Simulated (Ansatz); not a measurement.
# Si2B2H6: how energies converge with the basis set

An exercise on one series of results from a longer session: the logs are not shown, and one member is left open.

The runs use Ansatz 0.2.0, Gaussian basis; one geometry, several basis sets.

Plan: PBE0-D4/def2-SVP; ωB97M-V/def2-SVP; PBE0-D4/def2-QZVPP; ωB97M-V/def2-QZVPP; the functionals' def2-TZVPP values are taken from earlier runs.

**The geometry**

All runs share one geometry, relaxed beforehand with PBE0-D4 in a triple-zeta def2 set.

SMILES `[SiH3]B1B[SiH2]1`, 10 atoms, charge 0, spin multiplicity 1.

Atoms are counted from 1 here; the program's logs count them from 0.

Bond lengths: Si1–B2 1.975 Å, Si1–H5 1.488 Å, Si1–H6 1.488 Å, Si1–H7 1.489 Å, B2–B3 1.494 Å, B2–Si4 1.918 Å, B3–Si4 2.153 Å, B3–H8 1.180 Å, Si4–H9 1.485 Å, Si4–H10 1.485 Å. Angles: B2–Si1–H5 110.3°, B2–Si1–H6 110.3°, B2–Si1–H7 112.0°, H5–Si1–H6 108.3°, H5–Si1–H7 107.9°, H6–Si1–H7 107.9°, Si1–B2–B3 167.7°, Si1–B2–Si4 115.1°, B3–B2–Si4 77.2°, B2–B3–Si4 60.3°, B2–B3–H8 171.7°, Si4–B3–H8 111.4°, B2–Si4–B3 42.6°, B2–Si4–H9 117.0°, B2–Si4–H10 134.5°, B3–Si4–H9 159.5°, B3–Si4–H10 92.0°, H9–Si4–H10 108.5°.

The first run:

File in.yaml:

```yaml
crystal:
  periodic: [false, false, false]
  atoms:
    - {symbol: Si, position_ang: [-1.267091, 1.070151, -0.762586]}
    - {symbol: B, position_ang: [-0.359864, -0.547522, -0.083896]}
    - {symbol: B, position_ang: [0.062214, -1.919774, 0.327812]}
    - {symbol: Si, position_ang: [1.376451, -0.249878, 0.674603]}
    - {symbol: H, position_ang: [-1.566207, 0.925113, -2.213262]}
    - {symbol: H, position_ang: [-2.550857, 1.283823, -0.040538]}
    - {symbol: H, position_ang: [-0.433967, 2.291465, -0.586596]}
    - {symbol: H, position_ang: [0.539275, -2.929684, 0.708976]}
    - {symbol: H, position_ang: [1.876657, 1.148152, 0.684126]}
    - {symbol: H, position_ang: [2.406291, -1.122946, 1.294163]}
basis:
  gaussian: {orbitals: def2-SVP}
hamiltonian: {xc: pbe0, dispersion: d4}
output: {orbitals: {seedname: orbitals}}
```

Run with:

```
$ ansatz run in.yaml --threads 2 --pin off --events-out ev --progress --plain --max-ram 4352MiB
```

Steps of the session up to this table: PBE0-D4 in def2-SVP; ωB97M-V in def2-SVP; PBE0-D4 in def2-QZVPP; ωB97M-V in def2-QZVPP.

One table of the session follows, with a row left open; its other results are not shown here.

It belongs to the step «Functionals by basis». 

| functional | basis | HOMO (eV) | LUMO (eV) |
| --- | --- | --- | --- |
| PBE0-D4 | def2-SVP | -7.08 | -2.02 |
| PBE0-D4 | def2-TZVPP | -7.05 | -2.05 |
| PBE0-D4 | def2-QZVPP | -7.06 | -2.07 |
| ωB97M-V | def2-SVP | ? | ? |
| ωB97M-V | def2-TZVPP | -9.00 | -0.21 |
| ωB97M-V | def2-QZVPP | -9.01 | -0.27 |

Q: Estimate the row for ωB97M-V, def2-SVP from the others.

**Answer.** HOMO (eV): -9.00; LUMO (eV): -0.09.
